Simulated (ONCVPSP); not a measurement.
# Pseudopotential generation for gallium: ONCV, PBE

Do these settings give a usable potential? It is generated, then checked for transferability, scattering, ghosts and hardness.

Program: ONCVPSP 4.0.1.1 (patched build). Reference atom: PBE, scalar-relativistic, spherical and spin-unpolarised. All values are calculated.

## Step 1: The design

Typed settings, in words:

- element: gallium (Ga, Z = 31)
- type: optimised norm-conserving Vanderbilt (ONCV)
- frozen core: [Ar] 3d10
- valence charge: 3
- reference configuration: 4s2 4p1
- partial waves: 4s: rc 2.05 bohr, ncon 3, nbas 6, qcut 2.6 1/bohr, 2 projectors, debl 0.6 Ha; 4p: rc 2.35 bohr, ncon 5, nbas 9, qcut 3.1 1/bohr, 2 projectors, debl 1.6 Ha; d scattering state at 0.12 Ha: rc 2.40 bohr, ncon 4, nbas 9, qcut 3.7 1/bohr, 3 projectors, debl 1.7 Ha
- local potential: polynomial inside 1.85 bohr (lpopt 5, dvloc0 2 Ha)
- core correction: polynomial model core, fcfact 0.65

## Step 2: Generation

Ga.dat

```
# ATOM AND REFERENCE CONFIGURATION
# atsym  z   nc   nv     iexc    psfile
  Ga 31.00    6    2        4      upf
#
#   n    l    f
    1    0    2.00
    2    0    2.00
    2    1    6.00
    3    0    2.00
    3    1    6.00
    3    2   10.00
    4    0    2.00
    4    1    1.00
#
# PSEUDOPOTENTIAL AND OPTIMIZATION
# lmax
    2
#
#   l,   rc,      ep,       ncon, nbas, qcut
    0    2.05    0.00    3    6    2.60
    1    2.35    0.00    5    9    3.10
    2    2.40    0.12    4    9    3.70
#
# LOCAL POTENTIAL
# lloc, lpopt,  rc(5),   dvloc0
    4    5    1.85    2.00
#
# VANDERBILT-KLEINMAN-BYLANDER PROJECTORs
# l, nproj, debl
    0    2    0.60
    1    2    1.60
    2    3    1.70
#
# MODEL CORE CHARGE
# icmod, fcfact, rcfact
    1    0.65    0.00
#
# LOG DERIVATIVE ANALYSIS
# epsh1, epsh2, depsh
   -2.00    5.00    0.02
#
# OUTPUT GRID
# rlmax, drl
    6.00    0.01
#
# TEST CONFIGURATIONS
# ncnf
    4
# nvcnf
#   n    l    f
    2
    4    0    2.00
    4    1    0.00
#
    2
    4    0    1.00
    4    1    0.00
#
    2
    4    0    2.00
    4    1    0.50
#
    2
    4    0    1.00
    4    1    1.00
#
```

On the command line:

```console
$ oncvpsp.x < Ga.dat > Ga.out
```

Before running it: what results should come out? Wanted: cutoffs for 1 and 0.1 mHa per electron, occupied waves; bound ghosts; GHOST(+) flags; largest test error; largest phase difference near zero energy, channels read; rms error of d²Exc/dn², without and with the model core.

The runs gave:

| quantity | value |
| --- | --- |
| cutoffs for 1 and 0.1 mHa per electron, occupied waves | 17 Ha and 29 Ha |
| bound ghosts | d at -52.66 eV |
| GHOST(+) flags | none at low energy |
| largest test error (AE − PS) | -194 meV, for 4s1 4p0 |
| largest phase difference near zero energy, channels read | 0.025 rad |
| rms error of d²Exc/dn², without and with the model core | 6.53 and 0.14 mHa |

What this shows: A bound ghost (d) makes it unfit for use: electrons can fall into a state that the atom doesn't have. By total energies transferability is poor: the largest error is 194 meV on 26.8 eV, for 4s1 4p0. The potential is soft on the atom at that tolerance: the looser tolerance needs 17 Ha. At the looser tolerance the 4s wave is the slowest; 4p needs 3 Ha. Near zero energy the phases of the channels with partial waves agree within 0.025 rad. The pseudo curves have a pole with no partner nearby in the atom's: d at -1.94 Ha. These are tests on the free atom; a crystal test is still owed.
